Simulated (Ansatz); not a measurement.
**CH6BClOSn: one species, many methods**

An exercise on one series of results from a longer session: the logs are not shown, and one member is left open.

The runs use Ansatz 0.2.0, Gaussian basis; functionals in def2-TZVPP, the program's frozen cores in correlated methods.

Plan: LDA (SPW92), PBE-D4, revPBE-D4, BLYP-D4, r2SCAN-D4, B97M-V, PBE0-D4, B3LYP-D4, r2SCANh-D4, r2SCAN0-D4, HSE06-D4, BHLYP-D4, CAM-B3LYP-D4, LC-ωPBE, ωB97X-V, ωB97M-V, B2PLYP, PBE-QIDH; CCSD(T)/def2-SVP; CCSD(T)/def2-TZVPP; MP2/def2-QZVPP; extrapolation to the limit; RPA on PBE.

1 further run of the same task is left out (for a known fault of the program). Runs told in other sessions of the task aren't counted.

## The relaxed structure

An earlier PBE0-D4 in a triple-zeta def2 set relaxation fixed the geometry. Sn takes the def2 core potential; no spin-orbit term is included.

11 atoms, charge 0, spin multiplicity 1.

Atoms are counted from 1 here; the program's logs count them from 0.

Bond lengths: B1–C2 1.565 Å, B1–Cl3 1.969 Å, B1–H6 1.199 Å, B1–H7 1.197 Å, C2–O4 1.281 Å, C2–H8 1.100 Å, O4–Sn5 2.033 Å, Sn5–H9 1.699 Å, Sn5–H10 1.694 Å, Sn5–H11 1.692 Å. Angles: C2–B1–Cl3 79.5°, C2–B1–H6 115.4°, C2–B1–H7 116.0°, Cl3–B1–H6 108.6°, Cl3–B1–H7 110.0°, H6–B1–H7 119.5°, B1–C2–O4 124.3°, B1–C2–H8 119.4°, O4–C2–H8 116.2°, C2–O4–Sn5 123.7°, O4–Sn5–H9 102.7°, O4–Sn5–H10 102.5°, O4–Sn5–H11 103.5°, H9–Sn5–H10 115.2°, H9–Sn5–H11 115.3°, H10–Sn5–H11 115.0°.

The first run:

Input file in.yaml:

```yaml
crystal:
  periodic: [false, false, false]
  atoms:
    - {symbol: B, position_ang: [1.082840, -0.313436, 1.871936]}
    - {symbol: C, position_ang: [0.126703, 0.203351, 0.745376]}
    - {symbol: Cl, position_ang: [0.167266, -1.986952, 1.384124]}
    - {symbol: O, position_ang: [0.489994, 0.427747, -0.462412]}
    - {symbol: Sn, position_ang: [-0.787737, 0.418278, -2.043318]}
    - {symbol: H, position_ang: [0.767058, -0.015831, 2.990132]}
    - {symbol: H, position_ang: [2.243032, -0.382743, 1.585791]}
    - {symbol: H, position_ang: [-0.944834, 0.329830, 0.961130]}
    - {symbol: H, position_ang: [-2.302258, 0.627863, -1.302501]}
    - {symbol: H, position_ang: [-0.244607, 1.733976, -2.962194]}
    - {symbol: H, position_ang: [-0.532057, -1.099183, -2.747364]}
basis:
  gaussian: {orbitals: def2-TZVPP}
hamiltonian: {xc: lda}
output: {orbitals: {seedname: orbitals}}
```

Started as:

```sh
ansatz run in.yaml --threads 4 --pin off --events-out ev --progress --plain --max-ram 10444MiB
```

Among the steps run: LDA; PBE-D4 (GGA); revPBE-D4 (GGA); BLYP-D4 (GGA); r2SCAN-D4 (meta-GGA); B97M-V (meta-GGA); B3LYP-D4 (hybrid); r2SCANh-D4 (hybrid); r2SCAN0-D4 (hybrid); HSE06-D4 (hybrid); BHLYP-D4 (hybrid); CAM-B3LYP-D4 (range-separated); LC-ωPBE (range-separated); ωB97X-V (range-separated); ωB97M-V (range-separated); B2PLYP (double hybrid); PBE-QIDH (double hybrid).

One table of the session follows, with a row left open; its other results are not shown here.

It belongs to the step «Frontier levels by functional». 

```
  functional  HOMO (eV)  LUMO (eV)  gap (eV)
 LDA (SPW92)      -6.33      -2.82      3.51
      PBE-D4          ?          ?         ?
   revPBE-D4      -6.19      -2.46      3.73
     BLYP-D4      -6.12      -2.45      3.67
   r2SCAN-D4      -6.53      -2.32      4.21
      B97M-V      -6.63      -2.40      4.23
     PBE0-D4      -7.55      -1.67      5.88
    B3LYP-D4      -7.33      -1.91      5.42
  r2SCANh-D4      -7.01      -1.96      5.05
  r2SCAN0-D4      -7.75      -1.48      6.27
    HSE06-D4      -7.14      -2.03      5.11
    BHLYP-D4      -8.77      -0.88      7.89
CAM-B3LYP-D4      -8.91      -0.76      8.16
     LC-ωPBE     -10.27       0.37     10.64
     ωB97X-V      -9.93       0.24     10.18
     ωB97M-V      -9.79      -0.05      9.74
```

Estimate the missing values for PBE-D4.

**Answer.** HOMO (eV): -6.23; LUMO (eV): -2.56; gap (eV): 3.67. In the column «HOMO (eV)» it lies between LDA (SPW92) (-6.33) and revPBE-D4 (-6.19).
